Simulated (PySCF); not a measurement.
# C5H9BOSi: electronic excitations

Wanted: the electronic excitations of C5H9BOSi (`C#CB[C@@H]1C[SiH2]CO1`), by calculation.

Computed with PySCF 2.14.0, with density-fitted response routines of our own, on a single molecule in the gas phase. Atoms count from 0, in the outputs and in this text.

## (1) Starting geometry

17 atoms, charge 0, multiplicity 1; geometry from: GFN2-xTB.

Bonds of the start (Å): C0–C1 1.21, C1–B2 1.50, B2–C3 1.58, C3–C4 1.56, C4–Si5 1.91, Si5–C6 1.92, C6–O7 1.42, O7–C3 1.42, C0–H8 1.05, B2–H9 1.17, C3–H10 1.10, C4–H11 1.09, C4–H12 1.09, Si5–H13 1.46, Si5–H14 1.46, C6–H15 1.10, C6–H16 1.09.

## (2) TDDFT and polarisability: CAM-B3LYP/def2-SVPD

The job: settings as JSON, then the geometry in Å.

```
{"job": {"kind": "uv", "xc": "CAM-B3LYP", "basis": "def2-SVPD", "nstates": 8, "ntriplets": 3}, "charge": 0, "multiplicity": 1}
C      3.776152     0.824057     0.065601
C      2.612627     1.107012     0.212314
B      1.164811     1.454583     0.398025
C      0.140887     0.281009     0.670529
C     -0.085236    -0.417100    -0.703759
Si    -1.802732    -1.216928    -0.489646
C     -2.053134    -0.321749     1.186087
O     -1.105270     0.734741     1.172017
H      4.792294     0.583356    -0.063873
H      0.787150     2.553149     0.271134
H      0.531248    -0.488994     1.359949
H      0.729859    -1.106072    -0.913526
H     -0.093422     0.328997    -1.499828
H     -2.758589    -0.789980    -1.510649
H     -1.750271    -2.673623    -0.347298
H     -1.864223    -0.980924     2.046910
H     -3.029149     0.140496     1.329381
```

Method: TDDFT CAM-B3LYP/def2-SVPD, vertical, gas phase, core orbitals frozen in the response.

Run with:

```
> OMP_NUM_THREADS=1 python probes_run.py task.json out
```

One launch serves the whole session: the jobs run in the order shown.

The program printed:

```text
coarse grid: 14808 points
cycle   1  E = -584.7898805914  dE =  1.049e+00  |g| = 5.980e-01  |ddm| = 1.199e+01
cycle   2  E = -584.7626101611  dE =  2.727e-02  |g| = 7.520e-01  |ddm| = 2.586e+00
cycle   3  E = -584.8706979581  dE = -1.081e-01  |g| = 8.706e-02  |ddm| = 1.207e+00
cycle   4  E = -584.8721221489  dE = -1.424e-03  |g| = 3.578e-02  |ddm| = 2.673e-01
cycle   5  E = -584.8724197649  dE = -2.976e-04  |g| = 1.440e-02  |ddm| = 9.969e-02
cycle   6  E = -584.8724683748  dE = -4.861e-05  |g| = 4.735e-03  |ddm| = 2.489e-02
cycle   7  E = -584.8724739790  dE = -5.604e-06  |g| = 8.683e-04  |ddm| = 9.707e-03
final grid: 138736 points
cycle   8  E = -584.9757040587  dE = -3.946e-05  |g| = 3.992e-03  |ddm| = 1.328e-01
cycle   9  E = -584.9757034211  dE =  6.377e-07  |g| = 4.646e-03  |ddm| = 2.063e-02
cycle  10  E = -584.9757079514  dE = -4.530e-06  |g| = 5.431e-04  |ddm| = 6.479e-03
cycle  11  E = -584.9757080080  dE = -5.654e-08  |g| = 2.835e-04  |ddm| = 1.204e-03
cycle  12  E = -584.9757080295  dE = -2.153e-08  |g| = 8.840e-05  |ddm| = 5.567e-04
cycle  13  E = -584.9757080319  dE = -2.377e-09  |g| = 3.320e-05  |ddm| = 1.654e-04
cycle  14  E = -584.9757080324  dE = -5.667e-10  |g| = 1.205e-05  |ddm| = 8.245e-05
converged SCF energy = -584.9757080324

Static polarisability (au): isotropic 100.739, principal 79.949 90.578 131.690

Singlet excitations
state   eV       nm        f      main configurations
  1   4.2425    292.2   0.00436   H-1->L 0.81, H-2->L 0.13
  2   4.9134    252.3   0.02198   H->L 0.93
  3   5.5071    225.1   0.08223   H-2->L 0.64, H-1->L 0.12
  4   5.8021    213.7   0.03846   H-3->L 0.59, H-4->L 0.16
  5   6.7286    184.3   0.00701   H->L+1 0.62, H->L+4 0.19, H->L+2 0.10
  6   6.7699    183.1   0.02367   H-4->L 0.54, H-3->L 0.18, H-2->L 0.09
  7   7.0392    176.1   0.04685   H->L+2 0.68
  8   7.1428    173.6   0.03584   H-8->L 0.28, H-7->L 0.23, H-3->L+5 0.14

Triplet excitations (Tamm-Dancoff, eV): 3.9096 4.2129 4.8559
```

It took 2.2 min on 1 thread of Arm Neoverse N1, shared host; peak memory 1.1 GiB.

The orbitals next to the gap, with their largest atomic shares:

```tsv
orbital	eV	atoms
HOMO−3	-10.07	C1 29 %, C0 27 %, O7 11 %
HOMO−2	-9.83	C0 19 %, C1 19 %, O7 16 %
HOMO−1	-9.19	C0 21 %, C1 18 %, C3 14 %
HOMO	-8.62	O7 50 %, C6 15 %, Si5 9 %
LUMO	-0.91	B2 35 %, C1 19 %, C0 19 %
LUMO+1	1.09	B2 27 %, Si5 18 %, C0 10 %
LUMO+2	1.28	Si5 30 %, C6 13 %, H14 10 %
```

With each of the 8 states as a Gaussian band of 0.4 eV half-width at 1/e, the curve within the window shown has maxima at 223 nm (ε 4,400), 177 nm (ε 4,000) L/(mol cm). Beyond the last state computed it falls off for lack of states. The curve at chosen wavelengths:

nm, ε (L/mol/cm) and a bar:
```
      167       1580 ###########
      174       3725 #########################
      181       3629 #########################
      188       1948 #############
      195        873 ######
      202       1119 ########
      209       2404 ################
      215       3668 #########################
      222       4412 ##############################
      229       4001 ###########################
      236       2961 ####################
      243       2026 ##############
      250       1441 ##########
      257       1072 #######
      264        783 #####
      271        550 ####
      278        388 ###
      285        292 ##
      292        234 #
      298        198 #
      305        157 #
      312        118 #
      319         83 
      326         55 
      333         34 
      340         20
```

Leading natural transition orbitals of singlet state 3: the hole lies on C1 19 %; C0, C3 about 13 % each; C4 11 %; the particle on B2 43 %; C0 20 %; H9 10 %.

Leading natural transition orbitals of singlet state 1: the hole lies on C0 39 %; C1 28 %; C3 9 %; the particle on B2 39 %; C0 24 %; C1 12 %.

Ground-state properties from the same run:

```tsv
property	computed
dipole moment (D)	2.02
polarisability (Å³)	14.93
HOMO–LUMO gap (eV)	7.70
−ε(HOMO) (eV)	8.62
```

Orbitals, density, ELF and potential are computed afterwards from the orbital file.

Frontier orbitals at CAM-B3LYP/def2-SVPD, with the share of their density that lies nearest to each atom:

```tsv
orbital	energy (eV)	lies on
HOMO	-8.62	O7 53 %; C6 10 %; H15 9 %
LUMO	-0.91	B2 40 %; C0 19 %; H9 10 %
```

ELF in a plane through or near 7 of the atoms.

Ten even steps from ' ' (0.00) to '@' (1.00):
```
                                                        
                                                        
                                                        
                            ..::                        
                          ..++##==  ::%%##              
              ..      ..  ..##@@**..##@@@@--            
          ..--==----..::==..**++##==@@@@@@++            
        ..====****%%----@@==%%::%%--##@@@@::            
        ::**##%%==@@##==@@..++**++--++##--              
        ::**##%%++++%%++%%--==..--@@@@++                
      ..**##==********..--@@%%++--::::++..              
      ::##%%****%%**::  --++::%%::%%++....              
      ..**##++++++--    %%%%--%%--%%**::..              
        ::::::----..  --@@@@%%##++  ..==..              
              ....    ==@@@@##----==++==..              
                      ::@@%%==  ..::--::                
                          ..                            
                                                        
                                                        
                                                        
```
The map spans 14.7 Å across and 8.8 Å up, centred on the molecule. Atoms in the plane (x, y in Å): C1 (-2.8, 0.2), C3 (-0.2, 0.5), C4 (0.2, -0.9), Si5 (2.1, -1.0), O7 (0.8, 1.4), H11 (-0.4, -1.7), H16 (2.9, 1.5).

On the surface of density 0.002 e/bohr³ the electrostatic potential runs, from the 1st to the 99th percentile, from -1.54 V near O7 to 1.48 V near H8.

## (3) Outcome

| quantity | value |
| --- | --- |
| lowest singlet (CAM-B3LYP/def2-SVPD) | 4.24 eV (292 nm), f = 0.004 |
| brightest single state of those computed | state 3, 5.51 eV, f = 0.082 |
| lowest triplet | 3.91 eV |
| surface potential, 1st and 99th percentile | -1.54 V and 1.48 V |

**Reading.** The lowest singlet, at 4.24 eV, is HOMO−1→LUMO 0.81, HOMO−2→LUMO 0.13 and is weak; of the 8 states computed, the strongest absorption comes from state 3 at 5.51 eV (the last state computed is bright too, and its partners may lie past the list). The lowest triplet lies 0.33 eV below the lowest singlet (triplets in Tamm-Dancoff, singlets in full TDDFT). At CAM-B3LYP/def2-SVPD, counted by nearest atom on the grid, the HOMO lies on O7 53 %; C6 10 %, the LUMO on B2 40 %; C0 19 %.
